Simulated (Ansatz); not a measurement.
**C₂H₅F₃OSi: a ladder of functionals and wavefunction methods**

One table from this session's results is given with a row withheld; the runs are named, their logs left out.

Program: Ansatz 0.2.0, Gaussian basis. Level of theory: functionals in def2-TZVPP, the program's frozen cores in correlated methods. These are calculated values, not measurements.

Levels to be run: LDA (SPW92), PBE-D4, revPBE-D4, BLYP-D4, r2SCAN-D4, B97M-V, PBE0-D4, B3LYP-D4, r2SCANh-D4, r2SCAN0-D4, HSE06-D4, BHLYP-D4, CAM-B3LYP-D4, LC-ωPBE, ωB97X-V, ωB97M-V, B2PLYP, PBE-QIDH; CCSD(T)/def2-SVP; MP2/def2-TZVPP; MP2/def2-QZVPP; RPA on PBE.

**The relaxed structure**

All runs share one geometry, relaxed beforehand with PBE0-D4 in a triple-zeta def2 set.

SMILES `CCO[Si](F)(F)F`, 12 atoms, charge 0, spin multiplicity 1.

Atoms are counted from 1 here; the program's logs count them from 0.

Bond lengths: C1–C2 1.505 Å, C1–H8 1.091 Å, C1–H9 1.092 Å, C1–H10 1.091 Å, C2–O3 1.427 Å, C2–H11 1.095 Å, C2–H12 1.095 Å, O3–Si4 1.596 Å, Si4–F5 1.574 Å, Si4–F6 1.567 Å, Si4–F7 1.574 Å. Angles: C2–C1–H8 110.6°, C2–C1–H9 110.0°, C2–C1–H10 110.6°, H8–C1–H9 108.5°, H8–C1–H10 108.5°, H9–C1–H10 108.5°, C1–C2–O3 108.9°, C1–C2–H11 110.7°, C1–C2–H12 110.7°, O3–C2–H11 109.2°, O3–C2–H12 109.1°, H11–C2–H12 108.0°, C2–O3–Si4 126.9°, O3–Si4–F5 112.3°, O3–Si4–F6 108.5°, O3–Si4–F7 112.3°, F5–Si4–F6 108.5°, F5–Si4–F7 106.6° and more.

The first run:

Input file in.yaml:

```yaml
crystal:
  periodic: [false, false, false]
  atoms:
    - {symbol: C, position_ang: [-0.081329, -1.768304, 0.784332]}
    - {symbol: C, position_ang: [0.481066, -0.581455, 0.048651]}
    - {symbol: O, position_ang: [-0.504450, 0.449758, 0.011289]}
    - {symbol: Si, position_ang: [-0.354325, 1.894091, -0.650576]}
    - {symbol: F, position_ang: [0.809730, 2.730639, -0.000481]}
    - {symbol: F, position_ang: [-1.698644, 2.673365, -0.451374]}
    - {symbol: F, position_ang: [-0.045106, 1.815277, -2.191910]}
    - {symbol: H, position_ang: [-0.348794, -1.495734, 1.806649]}
    - {symbol: H, position_ang: [0.659876, -2.569728, 0.821498]}
    - {symbol: H, position_ang: [-0.973913, -2.144663, 0.281697]}
    - {symbol: H, position_ang: [1.378356, -0.204007, 0.550188]}
    - {symbol: H, position_ang: [0.754531, -0.854241, -0.975963]}
basis:
  gaussian: {orbitals: def2-TZVPP}
hamiltonian: {xc: lda}
output: {orbitals: {seedname: orbitals}}
```

Launch:

```
$ ansatz run in.yaml --threads 4 --pin off --events-out ev --progress --plain --max-ram 11315MiB
```

Steps of the session up to this table: LDA; PBE-D4 (GGA); revPBE-D4 (GGA); BLYP-D4 (GGA); r2SCAN-D4 (meta-GGA); B97M-V (meta-GGA); PBE0-D4 (hybrid); B3LYP-D4 (hybrid); r2SCANh-D4 (hybrid); r2SCAN0-D4 (hybrid); HSE06-D4 (hybrid); BHLYP-D4 (hybrid); CAM-B3LYP-D4 (range-separated); LC-ωPBE (range-separated); ωB97X-V (range-separated); ωB97M-V (range-separated); B2PLYP (double hybrid); PBE-QIDH (double hybrid).

One table of the session follows, with a row left open; its other results are not shown here.

It belongs to the step «Orbital energies across the functionals». 

| functional | HOMO (eV) | LUMO (eV) | gap (eV) |
| --- | --- | --- | --- |
| LDA (SPW92) | -7.69 | -0.43 | 7.26 |
| PBE-D4 | -7.56 | -0.12 | 7.43 |
| revPBE-D4 | -7.49 | 0.04 | 7.53 |
| BLYP-D4 | -7.49 | -0.11 | 7.38 |
| r2SCAN-D4 | -7.91 | 0.48 | 8.39 |
| B97M-V | -8.03 | 0.16 | 8.19 |
| PBE0-D4 | -9.18 | 0.83 | 10.01 |
| B3LYP-D4 | -8.95 | 0.47 | 9.43 |
| r2SCANh-D4 | -8.51 | 0.80 | 9.31 |
| r2SCAN0-D4 | -9.42 | 1.24 | 10.66 |
| HSE06-D4 | -8.77 | 0.46 | 9.23 |
| BHLYP-D4 | -10.76 | 1.52 | 12.28 |
| CAM-B3LYP-D4 | ? | ? | ? |
| LC-ωPBE | -12.03 | 3.03 | 15.05 |
| ωB97X-V | -11.69 | 2.80 | 14.49 |
| ωB97M-V | -11.59 | 2.38 | 13.97 |

Estimate the missing values for CAM-B3LYP-D4.

As computed: HOMO (eV): -10.68; LUMO (eV): 1.64; gap (eV): 12.32. In the column «HOMO (eV)» it lies between BHLYP-D4 (-10.76) and r2SCAN0-D4 (-9.42).
